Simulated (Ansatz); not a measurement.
# ClF₂H₃SSi₂: a ladder of functionals and wavefunction methods

How much do the methods differ for ClF₂H₃SSi₂? The plan is to run it at one geometry with functionals of several rungs and with coupled cluster, and see how far each lands from CCSD(T) at the basis-set limit for the atomisation energy.

The runs use Ansatz 0.2.0, Gaussian basis; functionals in def2-TZVPP, the program's frozen cores in correlated methods.

Plan: PBE-D4, r2SCAN-D4, PBE0-D4, B3LYP-D4, ωB97X-V, ωB97M-V, B2PLYP; CCSD(T)/def2-TZVPP; MP2/def2-QZVPP; extrapolation to the limit.

### Step 1. The geometry

An earlier PBE0-D4 in a triple-zeta def2 set relaxation fixed the geometry.

SMILES `F[SiH](F)S[SiH2]Cl`, 9 atoms, charge 0, spin multiplicity 1.

Atoms are counted from 1 here; the program's logs count them from 0.

Bond lengths: F1–Si2 1.583 Å, Si2–F3 1.581 Å, Si2–S4 2.110 Å, Si2–H7 1.471 Å, S4–Si5 2.133 Å, Si5–Cl6 2.047 Å, Si5–H8 1.476 Å, Si5–H9 1.480 Å. Angles: F1–Si2–F3 107.0°, F1–Si2–S4 110.9°, F1–Si2–H7 108.0°, F3–Si2–S4 107.0°, F3–Si2–H7 110.0°, S4–Si2–H7 113.7°, Si2–S4–Si5 96.6°, S4–Si5–Cl6 111.6°, S4–Si5–H8 106.8°, S4–Si5–H9 110.0°, Cl6–Si5–H8 108.5°, Cl6–Si5–H9 107.6°, H8–Si5–H9 112.5°.

### Step 2. PBE-D4 (GGA)

Contents of in.yaml:

```yaml
crystal:
  periodic: [false, false, false]
  atoms:
    - {symbol: F, position_ang: [1.105634, -1.792916, 1.186936]}
    - {symbol: Si, position_ang: [1.210024, -0.976078, -0.165272]}
    - {symbol: F, position_ang: [2.096210, -1.832544, -1.155579]}
    - {symbol: S, position_ang: [-0.686571, -0.762216, -1.064665]}
    - {symbol: Si, position_ang: [-1.347938, 0.868473, 0.141324]}
    - {symbol: Cl, position_ang: [-0.838870, 2.671028, -0.684414]}
    - {symbol: H, position_ang: [1.874223, 0.303660, 0.127324]}
    - {symbol: H, position_ang: [-2.819753, 0.781327, 0.204546]}
    - {symbol: H, position_ang: [-0.719059, 0.796666, 1.478901]}
basis:
  gaussian: {orbitals: def2-TZVPP}
hamiltonian: {xc: pbe, dispersion: d4}
output: {forces: true, orbitals: {seedname: orbitals}}
```

Started as:

```console
$ ansatz run in.yaml --threads 4 --pin off --events-out ev --progress --plain --max-ram 10444MiB
```

What it wrote, shortened:

```text
Functional definition: PBE
  name "PBE"
  cite "Perdew, Burke & Ernzerhof, Phys. Rev. Lett. 77, 3865 (1996) doi:10.1103/PhysRevLett.77.3865"
  parent pbe
[...]
1643 factors; their error is unknown
[...]
mean field -44583.08839265 eV, -1638.3982789272 hartree, gradient 1.9e-5 eV, S^2 0.000000; 0 other end points of the search recorded, 0 dependent functions left out
[...]
reference -44583.08843541 eV, -1638.3982804986 hartree; 41, 41 occupied and 231, 231 virtual orbitals, 1643 factors
Total energy: -44583.39675161 eV, -1638.4096109098 hartree
Atom 0 at     1.105634    -1.792916     1.186936 Å, force    -0.046945    -0.341813     0.604436 eV/Å
Atom 1 at     1.210024    -0.976078    -0.165272 Å, force    -0.179031     0.502960    -0.056241 eV/Å
Atom 2 at     2.096210    -1.832544    -1.155579 Å, force     0.394500    -0.362285    -0.456923 eV/Å
Atom 3 at    -0.686571    -0.762216    -1.064665 Å, force    -0.195417    -0.155908    -0.255867 eV/Å
Atom 4 at    -1.347938     0.868473     0.141324 Å, force    -0.008602    -0.047273     0.067316 eV/Å
Atom 5 at    -0.838870     2.671028    -0.684414 Å, force     0.065727     0.271164    -0.114299 eV/Å
Atom 6 at     1.874223     0.303660     0.127324 Å, force     0.087576     0.163673     0.037336 eV/Å
Atom 7 at    -2.819753     0.781327     0.204546 Å, force    -0.176513    -0.021526     0.012482 eV/Å
Atom 8 at    -0.719059     0.796666     1.478901 Å, force     0.058704    -0.008992     0.161759 eV/Å
Dipole moment:    -0.161065     0.166713     0.124293 e Å
```

Wall time 2.8 s (4 threads of Arm Neoverse V2, shared host); peak memory 0.44 GiB.

Atomisation energy: 771.8 kcal/mol (free atoms -44549.929 eV, run apart). HOMO -7.20 eV, LUMO -1.23 eV.

### Step 3. r2SCAN-D4 (meta-GGA)

in.yaml, as its differences from that of step 2:

```diff
@@ -14,3 +14,3 @@
   gaussian: {orbitals: def2-TZVPP}
-hamiltonian: {xc: pbe, dispersion: d4}
+hamiltonian: {xc: r2scan, dispersion: d4}
 output: {forces: true, orbitals: {seedname: orbitals}}
```

The command is unchanged.

What it wrote, shortened:

```text
Functional definition: r2SCAN
  name "r2SCAN"
  cite "Furness, Kaplan, Ning, Perdew & Sun, J. Phys. Chem. Lett. 11, 8208 (2020) doi:10.1021/acs.jpclett.0c02405"
  cite "Furness, Kaplan, Ning, Perdew & Sun, J. Phys. Chem. Lett. 11, 9248 (2020) doi:10.1021/acs.jpclett.0c03077"
  parent r2scan
[...]
1643 factors; their error is unknown
[...]
mean field -44601.27164319 eV, -1639.0665010594 hartree, gradient 2.3e-5 eV, S^2 0.000000; 0 other end points of the search recorded, 0 dependent functions left out
[...]
reference -44601.27165491 eV, -1639.0665014903 hartree; 41, 41 occupied and 231, 231 virtual orbitals, 1643 factors
Total energy: -44601.34424172 eV, -1639.0691690062 hartree
Atom 0 at     1.105634    -1.792916     1.186936 Å, force    -0.003287    -0.024193     0.050688 eV/Å
Atom 1 at     1.210024    -0.976078    -0.165272 Å, force     0.022602     0.083875     0.009433 eV/Å
Atom 2 at     2.096210    -1.832544    -1.155579 Å, force     0.031448    -0.032293    -0.035140 eV/Å
Atom 3 at    -0.686571    -0.762216    -1.064665 Å, force    -0.024092    -0.039484    -0.041262 eV/Å
Atom 4 at    -1.347938     0.868473     0.141324 Å, force    -0.029851    -0.017781     0.048415 eV/Å
Atom 5 at    -0.838870     2.671028    -0.684414 Å, force     0.010703     0.066030    -0.019722 eV/Å
Atom 6 at     1.874223     0.303660     0.127324 Å, force    -0.014562    -0.031449    -0.007138 eV/Å
Atom 7 at    -2.819753     0.781327     0.204546 Å, force     0.028951    -0.000380     0.010490 eV/Å
Atom 8 at    -0.719059     0.796666     1.478901 Å, force    -0.021912    -0.004324    -0.015765 eV/Å
Dipole moment:    -0.164184     0.170547     0.135631 e Å
```

It took 6 s on 4 threads of Arm Neoverse V2, shared host; peak memory 0.47 GiB.

Atomisation energy: 772.4 kcal/mol (free atoms -44567.849 eV, run apart). HOMO -7.52 eV, LUMO -0.90 eV.

### Step 4. PBE0-D4 (hybrid)

in.yaml, as its differences from that of step 3:

```diff
@@ -14,3 +14,3 @@
   gaussian: {orbitals: def2-TZVPP}
-hamiltonian: {xc: r2scan, dispersion: d4}
-output: {forces: true, orbitals: {seedname: orbitals}}
+hamiltonian: {xc: pbe0, dispersion: d4}
+output: {orbitals: {seedname: orbitals}}
```

Same command.

What it wrote:

```text
Functional definition: PBE0
  name "PBE0"
  cite "Adamo & Barone, J. Chem. Phys. 110, 6158 (1999) doi:10.1063/1.478522"
  cite "Perdew, Burke & Ernzerhof, Phys. Rev. Lett. 77, 3865 (1996) doi:10.1103/PhysRevLett.77.3865"
  parent pbe
  parameter a = 0.25
  parameter kappa = 0.804
  parameter beta = 0.06672455060314922
  exchange = (1 - a)*pbe_x(kappa = kappa, mu = beta*pi^2/3) + a*exact_x
  correlation = pbe_c(beta = beta)
1711 factors; their error is unknown
mean field evaluation 1: about -44583.8695 eV, gradient 4.4e1 eV
mean field evaluation 2: about -44581.1896 eV, gradient 6.4e1 eV
mean field evaluation 4: about -44586.5101 eV, gradient 1.3e0 eV
mean field evaluation 8: about -44586.6064 eV, gradient 2.0e-1 eV
mean field evaluation 16: about -44586.6064 eV, gradient 6.8e-5 eV
mean field -44586.60644847 eV, -1638.5275650938 hartree, gradient 6.8e-5 eV, S^2 0.000000; 0 other end points of the search recorded, 0 dependent functions left out
reference -44586.60648000 eV, -1638.5275662528 hartree; 41, 41 occupied and 231, 231 virtual orbitals, 1711 factors
Total energy: -44586.87102573 eV, -1638.5372881288 hartree
```

It took 4.1 s on 4 threads of Arm Neoverse V2, shared host; peak memory 0.96 GiB.

With the free atoms at this level, -44553.899 eV in sum, the atomisation energy is 760.4 kcal/mol. HOMO -8.45 eV, LUMO -0.35 eV.

### Step 5. B3LYP-D4 (hybrid)

B3LYP here takes the VWN-RPA correlation.

in.yaml, as its differences from that of step 4:

```diff
@@ -14,3 +14,3 @@
   gaussian: {orbitals: def2-TZVPP}
-hamiltonian: {xc: pbe0, dispersion: d4}
-output: {orbitals: {seedname: orbitals}}
+hamiltonian: {xc: {name: B3LYP}, dispersion: d4}
+output: {forces: true, orbitals: {seedname: orbitals}}
```

The command is unchanged.

What it wrote, shortened:

```text
Functional definition: B3LYP
  name "B3LYP"
  cite "Stephens, Devlin, Chabalowski & Frisch, J. Phys. Chem. 98, 11623 (1994) doi:10.1021/j100096a001"
  cite "Becke, Phys. Rev. A 38, 3098 (1988) doi:10.1103/PhysRevA.38.3098"
  cite "Lee, Yang & Parr, Phys. Rev. B 37, 785 (1988) doi:10.1103/PhysRevB.37.785"
  cite "Vosko, Wilk & Nusair, Can. J. Phys. 58, 1200 (1980) doi:10.1139/p80-159"
[...]
1680 factors; their error is unknown
[...]
mean field -44608.22281216 eV, -1639.3219518076 hartree, gradient 2.5e-5 eV, S^2 0.000000; 0 other end points of the search recorded, 0 dependent functions left out
[...]
reference -44608.22309470 eV, -1639.3219621907 hartree; 41, 41 occupied and 231, 231 virtual orbitals, 1680 factors
Total energy: -44608.72747556 eV, -1639.3404978452 hartree
Atom 0 at     1.105634    -1.792916     1.186936 Å, force    -0.010373    -0.104170     0.193104 eV/Å
Atom 1 at     1.210024    -0.976078    -0.165272 Å, force     0.128577     0.224818    -0.003445 eV/Å
Atom 2 at     2.096210    -1.832544    -1.155579 Å, force     0.137297    -0.117679    -0.139530 eV/Å
Atom 3 at    -0.686571    -0.762216    -1.064665 Å, force    -0.069110    -0.087034    -0.120090 eV/Å
Atom 4 at    -1.347938     0.868473     0.141324 Å, force    -0.240821    -0.041111     0.264102 eV/Å
Atom 5 at    -0.838870     2.671028    -0.684414 Å, force     0.056853     0.203963    -0.088152 eV/Å
Atom 6 at     1.874223     0.303660     0.127324 Å, force    -0.038884    -0.093404    -0.017630 eV/Å
Atom 7 at    -2.819753     0.781327     0.204546 Å, force     0.100606     0.007666     0.008841 eV/Å
Atom 8 at    -0.719059     0.796666     1.478901 Å, force    -0.064146     0.006951    -0.097202 eV/Å
Dipole moment:    -0.174586     0.181437     0.134877 e Å
```

Run time: 6.5 s. Hardware: 4 threads of Arm Neoverse V2, shared host; peak memory 0.99 GiB.

With the free atoms at this level, -44575.797 eV in sum, the atomisation energy is 759.4 kcal/mol. HOMO -8.17 eV, LUMO -0.52 eV.

### Step 6. ωB97X-V (range-separated)

in.yaml, as its differences from that of step 5:

```diff
@@ -14,3 +14,3 @@
   gaussian: {orbitals: def2-TZVPP}
-hamiltonian: {xc: {name: B3LYP}, dispersion: d4}
-output: {forces: true, orbitals: {seedname: orbitals}}
+hamiltonian: {xc: {name: wB97X-V}}
+output: {orbitals: {seedname: orbitals}}
```

The command is unchanged.

What it wrote, shortened:

```text
Functional definition: wB97X-V
  name "wB97X-V"
  cite "Mardirossian & Head-Gordon, Phys. Chem. Chem. Phys. 16, 9904 (2014) doi:10.1039/C3CP54374A"
  cite "Becke, J. Chem. Phys. 107, 8554 (1997) doi:10.1063/1.475007"
  cite "Vydrov & Van Voorhis, J. Chem. Phys. 133, 244103 (2010) doi:10.1063/1.3521275"
[...]
      + integral(e_c_pw_opposite_spin*poly(b97_u_opposite, cos0, cos1)) + vv10(b, c)
1672 factors; their error is unknown
306 factors; integrals over basis functions are off by at most 2.5e-5 eV
[...]
mean field -44598.54944746 eV, -1638.9664622116 hartree, gradient 5.0e-5 eV, S^2 0.000000; 0 other end points of the search recorded, 0 dependent functions left out
reference -44598.54944543 eV, -1638.9664621368 hartree; 41, 41 occupied and 231, 231 virtual orbitals, 1672 factors
Total energy: -44598.54944543 eV, -1638.9664621368 hartree
```

Wall time 9.5 s (4 threads of Arm Neoverse V2, shared host); peak memory 1.1 GiB.

Atomisation energy: 774.4 kcal/mol (free atoms -44564.967 eV, run apart). HOMO -10.78 eV, LUMO 1.77 eV.

### Step 7. ωB97M-V (range-separated)

in.yaml, as its differences from that of step 6:

```diff
@@ -14,3 +14,3 @@
   gaussian: {orbitals: def2-TZVPP}
-hamiltonian: {xc: {name: wB97X-V}}
-output: {orbitals: {seedname: orbitals}}
+hamiltonian: {xc: {name: wB97M-V}}
+output: {forces: true, orbitals: {seedname: orbitals}}
```

Same command.

What it wrote, shortened:

```text
Functional definition: wB97M-V
  name "wB97M-V"
  cite "Mardirossian & Head-Gordon, J. Chem. Phys. 144, 214110 (2016) doi:10.1063/1.4952647"
  cite "Becke, J. Chem. Phys. 107, 8554 (1997) doi:10.1063/1.475007"
  cite "Vydrov & Van Voorhis, J. Chem. Phys. 133, 244103 (2010) doi:10.1063/1.3521275"
  # Of w^i u^j: cxij and so on, Table III.
[...]
  gx(w, u) = 1 - cx + cx01*u + cx10*w
  gss(w, u) = css00 + css04*u^4 + css10*w + css20*w^2 + css43*w^4*u^3
  gos(w, u) = cos00 + cos10*w + (cos20 + cos21*u)*w^2 + (cos60 + cos61*u)*w^6
[...]
      + integral(e_c_pw_mod_opposite_spin*gos(b97_w_opposite, b97_u_opposite)) + vv10(b, c)
1672 factors; their error is unknown
306 factors; integrals over basis functions are off by at most 2.5e-5 eV
[...]
Total energy: -44602.86053235 eV, -1639.1248916591 hartree
Atom 0 at     1.105634    -1.792916     1.186936 Å, force    -0.026093    -0.059820     0.121649 eV/Å
Atom 1 at     1.210024    -0.976078    -0.165272 Å, force     0.025241     0.310910     0.006968 eV/Å
Atom 2 at     2.096210    -1.832544    -1.155579 Å, force     0.075122    -0.072883    -0.097168 eV/Å
Atom 3 at    -0.686571    -0.762216    -1.064665 Å, force     0.011973    -0.006982    -0.005560 eV/Å
Atom 4 at    -1.347938     0.868473     0.141324 Å, force    -0.132487    -0.059296     0.197464 eV/Å
Atom 5 at    -0.838870     2.671028    -0.684414 Å, force     0.019500     0.029659    -0.022174 eV/Å
Atom 6 at     1.874223     0.303660     0.127324 Å, force    -0.093791    -0.158454    -0.034680 eV/Å
Atom 7 at    -2.819753     0.781327     0.204546 Å, force     0.191176     0.014775    -0.002716 eV/Å
Atom 8 at    -0.719059     0.796666     1.478901 Å, force    -0.070641     0.002091    -0.163782 eV/Å
Dipole moment:    -0.170942     0.176670     0.133935 e Å
```

Wall time 14 s (4 threads of Arm Neoverse V2, shared host); peak memory 1.2 GiB.

With the free atoms at this level, -44569.360 eV in sum, the atomisation energy is 772.5 kcal/mol. HOMO -10.61 eV, LUMO 1.52 eV.

### Step 8. B2PLYP (double hybrid)

in.yaml, as its differences from that of step 7:

```diff
@@ -14,3 +14,2 @@
   gaussian: {orbitals: def2-TZVPP}
-hamiltonian: {xc: {name: wB97M-V}}
-output: {forces: true, orbitals: {seedname: orbitals}}
+hamiltonian: {xc: {name: B2PLYP}}
```

The command is unchanged.

What it wrote, shortened:

```text
Functional definition: B2PLYP
  name "B2PLYP"
  cite "Grimme, J. Chem. Phys. 124, 034108 (2006) doi:10.1063/1.2148954"
  cite "Becke, Phys. Rev. A 38, 3098 (1988) doi:10.1103/PhysRevA.38.3098"
  cite "Lee, Yang & Parr, Phys. Rev. B 37, 785 (1988) doi:10.1103/PhysRevB.37.785"
[...]
1626 factors; integrals over basis functions are off by at most 1.0e-3 eV
[...]
mean field -44580.36174582 eV, -1638.2980765042 hartree, gradient 3.5e-6 eV, S^2 0.000000; 0 other end points of the search recorded, 0 dependent functions left out
22 core orbitals not correlated: weight in the atoms' cores, before any rotation towards them, 1.000 or more for the frozen orbitals, at most 0.000 for the correlated occupied ones
reference -44580.36192360 eV, -1638.2980830377 hartree; 19, 19 occupied and 231, 231 virtual orbitals, 1626 factors
second order -35.94072522 eV of doubles, -0.00000000 eV of singles
Total energy: -44590.06591941 eV, -1638.6546983061 hartree
```

It took 6.5 s on 4 threads of Arm Neoverse V2, shared host; peak memory 0.79 GiB.

With the free atoms at this level, -44557.340 eV in sum, the atomisation energy is 754.7 kcal/mol.

### Step 9. Orbital energies across the functionals

Dipoles come from the runs that computed forces. Levels, from each run's orbital file:

| functional | HOMO (eV) | LUMO (eV) | gap (eV) | dipole (D) |
| --- | --- | --- | --- | --- |
| PBE-D4 | -7.20 | -1.23 | 5.97 | 1.26 |
| r2SCAN-D4 | -7.52 | -0.90 | 6.62 | 1.31 |
| PBE0-D4 | -8.45 | -0.35 | 8.10 |  |
| B3LYP-D4 | -8.17 | -0.52 | 7.64 | 1.37 |
| ωB97X-V | -10.78 | 1.77 | 12.55 |  |
| ωB97M-V | -10.61 | 1.52 | 12.12 | 1.34 |

### Step 10. CCSD(T) in def2-TZVPP

in.yaml, as its differences from that of step 8:

```diff
@@ -14,2 +14,2 @@
   gaussian: {orbitals: def2-TZVPP}
-hamiltonian: {xc: {name: B2PLYP}}
+correlation: {method: ccsd_t}
```

Launched as before.

What it wrote, shortened:

```text
Functional definition: HF
  name "HF"
  cite "Fock, Z. Phys. 61, 126 (1930) doi:10.1007/BF01340294"
  parent pbe
[...]
1626 factors; integrals over basis functions are off by at most 1.0e-3 eV
[...]
mean field -44515.57646124 eV, -1635.9172612090 hartree, gradient 8.9e-6 eV, S^2 0.000000; 0 other end points of the search recorded, 0 dependent functions left out
22 core orbitals not correlated: weight in the atoms' cores, before any rotation towards them, 1.000 or more for the frozen orbitals, at most 0.000 for the correlated occupied ones
reference -44515.57646124 eV, -1635.9172612090 hartree; 19, 19 occupied and 231, 231 virtual orbitals, 1626 factors
second order -29.82040381 eV of doubles, -0.00000000 eV of singles
cycle   1  -30.39087390 eV  change   -5.7e-1 eV  update   1.1e-1
[...]
cycle   9  -31.17391734 eV  change   -1.7e-5 eV  update   2.0e-5
perturbative correction -1.14896924 eV, -0.0422238408 hartree
Total energy: -44547.89934782 eV, -1637.1051053816 hartree
```

Run time: 4.2 min. Hardware: 4 threads of Arm Neoverse V2, shared host; peak memory 6.7 GiB.

### Step 11. MP2 in def2-QZVPP

in.yaml, as its differences from that of step 10:

```diff
@@ -13,3 +13,3 @@
 basis:
-  gaussian: {orbitals: def2-TZVPP}
-correlation: {method: ccsd_t}
+  gaussian: {orbitals: "def2-QZVPP.json"}
+correlation: {method: mp2}
```

Same command.

What it wrote:

```text
Functional definition: HF
  name "HF"
  cite "Fock, Z. Phys. 61, 126 (1930) doi:10.1007/BF01340294"
  parent pbe
  exchange = exact_x
  correlation = 0
2896 factors; integrals over basis functions are off by at most 8.3e-4 eV
mean field evaluation 1: about -44513.5521 eV, gradient 3.9e1 eV
mean field evaluation 2: about -44513.7700 eV, gradient 3.9e1 eV
mean field evaluation 4: about -44516.9463 eV, gradient 3.0e0 eV
mean field evaluation 8: about -44516.9985 eV, gradient 2.7e-1 eV
mean field -44516.99889408 eV, -1635.9695346520 hartree, gradient 2.4e-6 eV, S^2 0.000000; 0 other end points of the search recorded, 0 dependent functions left out
22 core orbitals not correlated: weight in the atoms' cores, before any rotation towards them, 1.000 or more for the frozen orbitals, at most 0.000 for the correlated occupied ones
reference -44516.99889408 eV, -1635.9695346520 hartree; 19, 19 occupied and 443, 443 virtual orbitals, 2896 factors
second order -32.66624531 eV of doubles, -0.00000000 eV of singles
Total energy: -44549.66513939 eV, -1637.1699970251 hartree
```

Run time: 23 s. Hardware: 4 threads of Arm Neoverse V2, shared host; peak memory 2.9 GiB.

The pieces so far (eV):

```csv
basis,HF,MP2 correlation,CCSD correlation,(T),total
def2-TZVPP,-44515.5765,-29.8204,-31.1739,-1.1490,-44547.8993
def2-QZVPP,-44516.9989,-32.6662,,,-44549.6651 (MP2)
```

The report of the def2-TZVPP run gives T1 = 0.0115.

### Step 12. From triple and quadruple zeta to the limit

No new run: Hartree-Fock is extrapolated as exp(−7.88√X) and correlation as X^−2.97, with X = 3 and 4; only MP2 was run in the larger set, so CCSD(T) minus MP2 is added from the smaller one.

| level | energy at the limit (eV) |
| --- | --- |
| HF | -44517.1948 |
| MP2 | -44551.9691 |
| CCSD | -44553.3226 |
| CCSD(T) | -44554.4716 |

### Step 13. All levels against the reference

Atomisation energy = energies of 2 F, 2 Si, 1 S, 1 Cl, 3 H (separate runs, same level) minus the molecule's; electronic only, no spin-orbit term.

Differences are taken before rounding.

| method | rung | atoms, summed (eV) | atomisation energy (kcal/mol) | from CCSD(T)/CBS (kcal/mol) | time |
| --- | --- | --- | --- | --- | --- |
| PBE-D4 | GGA | -44549.929 | 771.8 | -1.3 | 2.8 s |
| r2SCAN-D4 | meta-GGA | -44567.849 | 772.4 | -0.6 | 6 s |
| PBE0-D4 | hybrid | -44553.899 | 760.4 | -12.7 | 4.1 s |
| B3LYP-D4 | hybrid | -44575.797 | 759.4 | -13.7 | 6.5 s |
| ωB97X-V | range-separated | -44564.967 | 774.4 | +1.4 | 9.5 s |
| ωB97M-V | range-separated | -44569.360 | 772.5 | -0.5 | 14 s |
| B2PLYP | double hybrid | -44557.340 | 754.7 | -18.4 | 6.5 s |
| HF/def2-TZVPP | wavefunction | -44490.713 | 573.4 | -199.7 |  |
| MP2/def2-TZVPP | wavefunction | -44512.010 | 769.9 | -3.2 |  |
| CCSD/def2-TZVPP | wavefunction | -44514.943 | 733.5 | -39.6 |  |
| CCSD(T)/def2-TZVPP | wavefunction | -44515.551 | 746.0 | -27.1 | 4.2 min |
| MP2/CBS | wavefunction | -44517.407 | 797.0 | +24.0 |  |
| CCSD(T)/CBS | wavefunction | -44520.948 | 773.1 | 0 | 4.6 min |

Among the levels timed on like hardware and quicker than the yardstick, those that no quicker one beats, quickest first: PBE-D4 (2.8 s, -1.3 kcal/mol); r2SCAN-D4 (6 s, -0.6 kcal/mol); ωB97M-V (14 s, -0.5 kcal/mol).

B2PLYP carry no dispersion term (for B3LYP, D4 adds 11.6 kcal/mol).

Times are those of the molecule's run; HF, MP2 and CCSD come out of the CCSD(T) runs, and the limit's time is the sum of the runs that it needs.

### Step 14. Outcome

| quantity | value |
| --- | --- |
| atomisation energy, CCSD(T)/CBS | 773.1 kcal/mol |
| functionals within 3.9 kcal/mol (0.5 %) | PBE-D4, r2SCAN-D4, ωB97X-V, ωB97M-V |
| farthest | B2PLYP (-18.4 kcal/mol) |
| mean size of error, hybrid | 13.2 kcal/mol |
| mean size of error, range-separated | 0.9 kcal/mol |
| gap, smallest and largest | 5.97 eV (PBE-D4), 12.55 eV (ωB97X-V) |
| T1 diagnostic | 0.0115 |
| triples share of the correlation energy | 3.6 % |

In words: PBE-D4 is off by -1.3 kcal/mol. Double hybrids carry the basis error of their MP2 part in triple zeta, and no dispersion term here, so their miss is partly the set-up's. Misses under about 3.9 kcal/mol are within the doubt on the reference itself, which lacks core-valence correlation, relativity and higher excitations. Hartree-Fock recovers 74 % of the binding; the rest is correlation. The gap grows from 6.0 to 12.6 eV across the functionals, mostly with the share of exact exchange.

ωB97M-V reaches 0.5 kcal/mol from the reference in 14 s, where CCSD(T)/CBS took 4.6 min; the quickest level in the cost chart, PBE-D4, takes 2.8 s and misses by 1.3 kcal/mol.
